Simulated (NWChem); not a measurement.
**One shape, several levels: CH4Cl2SeSi (SMILES C[Se][SiH](Cl)Cl)**

Aim: a comparison of 4 runs (HF/STO-3G, HF/3-21G, B3LYP/6-31G*) of CH4Cl2SeSi. 

Program for the calculation: NWChem 7.3.0.

### Step 1. The molecule

The species is CH4Cl2SeSi (9 atoms), meant as a singlet with charge 0. SMILES: `C[Se][SiH](Cl)Cl`. The shape is that of a PBE0-D4/def2-TZVP optimisation. This is one conformer, not always the lowest.

Bond lengths: C1–Se2 1.960 Å, Se2–Si3 2.244 Å, Si3–Cl4 2.049 Å, Si3–Cl5 2.039 Å, C1–H6 1.087 Å, C1–H7 1.088 Å, C1–H8 1.088 Å, Si3–H9 1.477 Å. Some angles: C1–Se2–Si3 95.8°, Se2–Si3–Cl4 111.7°, Se2–Si3–Cl5 107.1°, Cl4–Si3–Cl5 109.9°, Se2–C1–H6 110.0°, Se2–C1–H7 105.9°, Se2–C1–H8 110.5°, Se2–Si3–H9 113.2°, Cl4–Si3–H9 105.9°, Cl5–Si3–H9 109.0°.

### Step 2. Energy and forces at HF/STO-3G (run 1)

Contents of struct.nw:

```
start struct
title "CH4Cl2SeSi gradient"
memory total 2200 mb
geometry noautosym nocenter noautoz
   C       -1.531100      -0.503000      -0.281900
   Se       0.181500      -1.446600      -0.147300
   Si       1.402700       0.370800       0.343400
   Cl       1.237600       1.810300      -1.106000
   Cl       3.343300      -0.234300       0.501200
   H       -1.493500       0.220500      -1.092900
   H       -2.274900      -1.266600      -0.501100
   H       -1.774500      -0.018100       0.661200
   H        0.997400       1.020700       1.606100
end
basis spherical bse
   * library STO-3G
end
scf
   thresh 1e-08
   maxiter 80
   print medium
end
task scf gradient
```

Launch:

```
nwchem struct.nw > struct.out
```

The program printed:

```text
[...]
  functions       =    54
[...]
  wavefunction    = RHF
[...]
         Total SCF energy =  -3608.201116486086
      One-electron energy =  -6269.531080995745
      Two-electron energy =   2042.726447294081
 Nuclear repulsion energy =    618.603517215578
        Time for solution =      4.5s
[...]
                         RHF ENERGY GRADIENTS
    atom               coordinates                        gradient
                 x          y          z           x          y          z
   1 C      -2.893359  -0.950532  -0.532714   -0.011017   0.013675  -0.000379
   2 Se      0.342985  -2.733678  -0.278357    0.012527  -0.003507   0.001187
   3 Si      2.650719   0.700710   0.648932    0.023269  -0.003856  -0.034735
   4 Cl      2.338725   3.420971  -2.090037    0.000740  -0.014369   0.014262
   5 Cl      6.317921  -0.442763   0.947131   -0.023291   0.003703  -0.002698
   6 H      -2.822306   0.416685  -2.065282    0.003445   0.000044  -0.002694
   7 H      -4.298938  -2.393527  -0.946942    0.000758  -0.006455  -0.000362
   8 H      -3.353319  -0.034204   1.249487    0.001698  -0.000486   0.003689
   9 H       1.884813   1.928843   3.035089   -0.008130   0.011251   0.021728
[...]
```

It took 7.2 s on 1 thread of Intel Xeon 6975P-C (Granite Rapids), shared host; peak memory 0.099 GiB.

### Step 3. Energy and forces at HF/3-21G (run 2)

Contents of ch4cl2sesi.nw:

```
start ch4cl2sesi
title "CH4Cl2SeSi"
memory total 2200 mb
charge 0

geometry units angstrom noautosym nocenter noautoz
 C    -1.531100   -0.503000   -0.281900
 Se    0.181500   -1.446600   -0.147300
 Si    1.402700    0.370800    0.343400
 Cl    1.237600    1.810300   -1.106000
 Cl    3.343300   -0.234300    0.501200
 H    -1.493500    0.220500   -1.092900
 H    -2.274900   -1.266600   -0.501100
 H    -1.774500   -0.018100    0.661200
 H     0.997400    1.020700    1.606100
end

basis spherical bse
 * library 3-21G
end

scf
 thresh 1e-08
 maxiter 80
 print medium
end

task scf gradient
```

Launch:

```
nwchem ch4cl2sesi.nw > ch4cl2sesi.out
```

The program printed:

```text
[...]
  functions       =    78
[...]
  wavefunction    = RHF
[...]
         Total SCF energy =  -3630.537604253618
      One-electron energy =  -6282.088745729015
      Two-electron energy =   2032.947624259818
 Nuclear repulsion energy =    618.603517215578
        Time for solution =      5.2s
[...]
                         RHF ENERGY GRADIENTS
    atom               coordinates                        gradient
                 x          y          z           x          y          z
   1 C      -2.893359  -0.950532  -0.532714    0.014216  -0.005081   0.001365
   2 Se      0.342985  -2.733678  -0.278357    0.004857   0.025818   0.004773
   3 Si      2.650719   0.700710   0.648932    0.025774  -0.002533  -0.035414
   4 Cl      2.338725   3.420971  -2.090037    0.003365  -0.032340   0.031892
   5 Cl      6.317921  -0.442763   0.947131   -0.045079   0.012274  -0.004838
   6 H      -2.822306   0.416685  -2.065282    0.002054   0.004431  -0.005302
   7 H      -4.298938  -2.393527  -0.946942   -0.003209  -0.006410  -0.001219
   8 H      -3.353319  -0.034204   1.249487   -0.000163   0.002532   0.006369
   9 H       1.884813   1.928843   3.035089   -0.001815   0.001309   0.002372
[...]
```

Run time: 8.1 s. Hardware: 1 thread of Intel Xeon 6975P-C (Granite Rapids), shared host; peak memory 0.097 GiB.

### Step 4. Energy and gradient at B3LYP/6-31G(d) (spherical functions) (run 3)

Contents of run.py:

```python
from ase import Atoms
from ase.calculators.nwchem import NWChem

molecule = Atoms(['C', 'Se', 'Si', 'Cl', 'Cl', 'H', 'H', 'H', 'H'], positions=[
    [-1.531100, -0.503000, -0.281900],
    [0.181500, -1.446600, -0.147300],
    [1.402700, 0.370800, 0.343400],
    [1.237600, 1.810300, -1.106000],
    [3.343300, -0.234300, 0.501200],
    [-1.493500, 0.220500, -1.092900],
    [-2.274900, -1.266600, -0.501100],
    [-1.774500, -0.018100, 0.661200],
    [0.997400, 1.020700, 1.606100],
])

calc = NWChem(
    label='calc',
    theory='dft',
    memory='2200 mb',
    basis='6-31G*',
    basispar='spherical bse',
    dft={'xc': 'b3lyp', 'mult': '1', 'grid': 'fine', 'convergence': 'energy 1e-08', 'iterations': '100', 'mulliken': None},
)
molecule.calc = calc

forces = molecule.get_forces()
print("Total energy (eV):", round(molecule.get_potential_energy(), 6))
print("forces (eV/A):")
for s, f in zip(molecule.symbols, forces):
    print(f"{s:2s} {f[0]:10.5f} {f[1]:10.5f} {f[2]:10.5f}")
print("dipole (e A):", molecule.get_dipole_moment().round(4))
```

Launch:

```
export ASE_NWCHEM_COMMAND="nwchem PREFIX.nwi > PREFIX.nwo"
python run.py
```

The program printed:

```text
Total energy (eV): -99370.639674
forces (eV/A):
C    -0.30956    0.14218   -0.02813
Se    0.22225   -0.55520   -0.02504
Si   -0.20795    0.00797    0.31779
Cl   -0.03070    0.42835   -0.36407
Cl    0.53952   -0.13344    0.08402
H    -0.05543    0.07019   -0.06921
H    -0.09672   -0.04633   -0.02129
H    -0.07554    0.05847    0.07302
H     0.01414    0.02782    0.03281
dipole (e A): [-0.5245  0.0236  0.1367]
```

The calculator wrote calc.nwi:

```
title "calc"

permanent_dir calc

scratch_dir calc

start calc

geometry units angstrom nocenter noautosym noautoz
  C  -1.5310999999999999e+00 -5.0300000000000000e-01 -2.8189999999999998e-01
  Se 1.8149999999999999e-01 -1.4466000000000001e+00 -1.4729999999999999e-01
  Si 1.4027000000000001e+00 3.7080000000000002e-01 3.4339999999999998e-01
  Cl 1.2376000000000000e+00 1.8103000000000000e+00 -1.1060000000000001e+00
  Cl 3.3433000000000002e+00 -2.3430000000000001e-01 5.0119999999999998e-01
  H  -1.4935000000000000e+00 2.2050000000000000e-01 -1.0929000000000000e+00
  H  -2.2749000000000001e+00 -1.2665999999999999e+00 -5.0109999999999999e-01
  H  -1.7745000000000000e+00 -1.8100000000000002e-02 6.6120000000000001e-01
  H  9.9739999999999995e-01 1.0206999999999999e+00 1.6061000000000001e+00
end

memory 2200 mb

basis spherical bse noprint
   * library 6-31G*
end

dft
  xc b3lyp
  mult 1
  grid fine
  convergence energy 1e-08
  iterations 100
  mulliken
end

task dft gradient
```

calc.nwo:

```text
Northwest Computational Chemistry Package (NWChem) 7.3.0
             --------------------------------------------------------

           Job information
           ---------------

    nwchem branch   = 7.3.0
    use scalapack   = T
    input           = calc.nwi
    prefix          = calc.
    data base       = calc/calc.db
    status          = startup
    nproc           =        1

           Memory information
           ------------------

[... 5 lines left out ...]
    hardfail = no
[... 109 lines left out ...]
  convergence criterion.
[... 44 lines left out ...]
          Spatial weights used:  Erf1
[... 32 lines left out ...]
 1-e energy   =   -6300.119288
[... 41 lines left out ...]
           Coulomb energy =     2204.094909230400
[... 831 lines left out ...]
          Convergence on density requested:  1.00D-05
[... 30 lines left out ...]
          total energy or number of iterations.
[... 36 lines left out ...]
                 ----------------------------------------
                 |  Time  |  1-e(secs)   |  2-e(secs)   |
                 ----------------------------------------
                 |  CPU   |       0.01   |      14.14   |
                 ----------------------------------------
                 |  WALL  |       0.01   |      14.14   |
                 ----------------------------------------

 Task  times  cpu:       41.0s     wall:       41.0s
 Total times  cpu:       41.0s     wall:       41.0s
```

Run time: 42 s. Hardware: 1 thread of Intel Xeon 6975P-C (Granite Rapids), shared host; peak memory 0.12 GiB.

### Step 5. Energy and forces at B3LYP/6-31G(d) (Cartesian functions) (run 4)

Contents of ch4cl2sesi.nw:

```
start ch4cl2sesi
title "CH4Cl2SeSi"
memory stack 880 mb heap 220 mb global 1100 mb
geometry units angstrom noautosym nocenter noautoz
C       -1.531100      -0.503000      -0.281900
Se       0.181500      -1.446600      -0.147300
Si       1.402700       0.370800       0.343400
Cl       1.237600       1.810300      -1.106000
Cl       3.343300      -0.234300       0.501200
H       -1.493500       0.220500      -1.092900
H       -2.274900      -1.266600      -0.501100
H       -1.774500      -0.018100       0.661200
H        0.997400       1.020700       1.606100
end
basis "ao basis"
C library 6-31G*
Se library 6-31G*
Si library 6-31G*
Cl library 6-31G*
H library 6-31G*
end
dft
xc b3lyp
mult 1
grid fine
convergence energy 1e-08
iterations 100
mulliken
end
task dft gradient
```

Launch:

```
nwchem ch4cl2sesi.nw > ch4cl2sesi.out
```

The program printed:

```text
[...]
          Wavefunction type:  closed shell.
          No. of atoms     :     9
          No. of electrons :    92
[...]
          Charge           :     0
          Spin multiplicity:     1
[...]
          AO basis - number of functions:   115
[...]
              XC Information
              --------------
                         B3LYP Method XC Potential
                     Hartree-Fock (Exact) Exchange  0.200
                        Slater Exchange Functional  0.800 local
                    Becke 1988 Exchange Functional  0.720 non-local
              Lee-Yang-Parr Correlation Functional  0.810
                  VWN I RPA Correlation Functional  0.190 local
[...]
 d= 0,ls=0.0,diis     1  -3651.7354796334 -4.27D+03  1.38D-02  1.93D+00     4.3
[...]
 d= 0,ls=0.0,diis    10  -3651.8199158432 -1.00D-09  2.62D-07  8.20D-10    32.1
         Total DFT energy =    -3651.819915843206
      One electron energy =    -6302.545873799803
           Coulomb energy =     2203.730863998140
    Exchange-Corr. energy =     -171.608423257121
 Nuclear repulsion energy =      618.603517215578
[...]
  wavefunction    = closed shell
[...]
```

Run time: 49 s. Hardware: 1 thread of Intel Xeon 6975P-C (Granite Rapids), shared host; peak memory 0.13 GiB.

### Step 6. All runs side by side

| run | level | iteration cap | module | energy (Eh) | dipole moment (D) | HOMO energy (eV) | LUMO energy (eV) | wall time |
| --- | --- | --- | --- | --- | --- | --- | --- | --- |
| 1 | HF/STO-3G | 80 | scf | -3608.201116 | 3.53 | -7.92 | 6.99 | 7.2 s |
| 2 | HF/3-21G | 80 | scf | -3630.537604 | 3.72 | -10.00 | 2.68 | 8.1 s |
| 3 | B3LYP/6-31G* (spherical functions) | 100 | dft | -3651.803682 | 2.61 | -6.80 | -0.66 | 42 s |
| 4 | B3LYP/6-31G* (Cartesian functions) | 100 | dft | -3651.819916 | 2.60 | -6.80 | -0.66 | 49 s |

### Step 7. Outcome

| quantity | value |
| --- | --- |
| run 4: total energy | -3651.81992 Eh |
| run 4: dipole moment | 2.60 D |
| run 4: HOMO energy | -6.80 eV |
| run 4: LUMO energy | -0.66 eV |
| run 4: HOMO–LUMO gap | 6.14 eV |
| run 4: largest force on an atom | 0.609 eV/Å |

**Reading.** The dipole moment (its size) runs from 2.60 D (B3LYP/6-31G*) to 3.72 D (HF/3-21G). The two ends differ in method and basis. The HOMO–LUMO gap runs from 6.14 eV (B3LYP/6-31G*) to 14.91 eV (HF/STO-3G). In run 1 the basis is minimal, so the values are rough. All runs together took 1.8 min, the longest 49 s.
